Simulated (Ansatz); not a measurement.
# Si2Mo: the cost of one run

Program: Ansatz 0.2.0. Level of theory: DFT r2SCAN, scalar-relativistic, plane waves, PAW. These are calculated values, not measurements.

2 further runs of the same task are left out: 2 set aside as unsound or not needed.

## 1. Starting point

The structure is tetragonal, space group I4/mmm (No. 139). The conventional cell has a = 3.202 Å, b = 3.202 Å, c = 7.819 Å, α = 90.00°, β = 90.00°, γ = 90.00°. Si (site symmetry 4mm) has 5 Si at 2.58 to 2.63 Å and 5 Mo at 2.60 to 2.62 Å as nearest neighbours. Mo (site symmetry 4/mmm) is surrounded by 10 Si at 2.60 to 2.62 Å.

As a file:

```cif
data_structure
_symmetry_space_group_name_H-M 'I4/mmm'
_symmetry_Int_Tables_number 139
_cell_length_a 3.2017
_cell_length_b 3.2017
_cell_length_c 7.8187
_cell_angle_alpha 90.000
_cell_angle_beta 90.000
_cell_angle_gamma 90.000
_cell_volume 80.15
loop_
_atom_site_label
_atom_site_type_symbol
_atom_site_symmetry_multiplicity
_atom_site_Wyckoff_symbol
_atom_site_fract_x
_atom_site_fract_y
_atom_site_fract_z
_atom_site_occupancy
Si1 Si 4 e 0.00000 0.00000 0.33529 1
Mo1 Mo 2 a 0.00000 0.00000 0.00000 1
```

## 2. Zero strain

File input.yaml:

```yaml
crystal:
  lattice:
    - [3.2017494418, 0.0, 0.0]
    - [0.0, 3.2017494418, 0.0]
    - [0.0, 0.0, 7.818667887]
  atoms:
    - { symbol: Si, position: [0.0, 0.0, 0.3352877732] }
    - { symbol: Si, position: [0.5, 0.5, 0.1647122268] }
    - { symbol: Si, position: [0.5, 0.5, 0.8352877732] }
    - { symbol: Si, position: [0.0, 0.0, 0.6647122268] }
    - { symbol: Mo, position: [0.0, 0.0, 0.0] }
    - { symbol: Mo, position: [0.5, 0.5, 0.5] }
basis:
  ecutwfc: 500
kpoints:
  mp_grid: { grid: [12, 12, 6] }
hamiltonian:
  xc: r2scan
scf:
  occupations: { method: gaussian, width: 0.1 }
output:
  forces: true
  stress: true
  eigenvalues: true
```

Started as:

```console
> ansatz run input.yaml --threads 1 --pin off --max-ram 2560MiB --backend cpu --events-out ev --progress --plain --runs-dir out
```

**Question.** How long does this run take on 1 thread of Intel Xeon at 2.50GHz (Skylake/Cascade Lake), shared host, and how much memory does it need?

About 52 s, with a peak of 0.67 GiB.
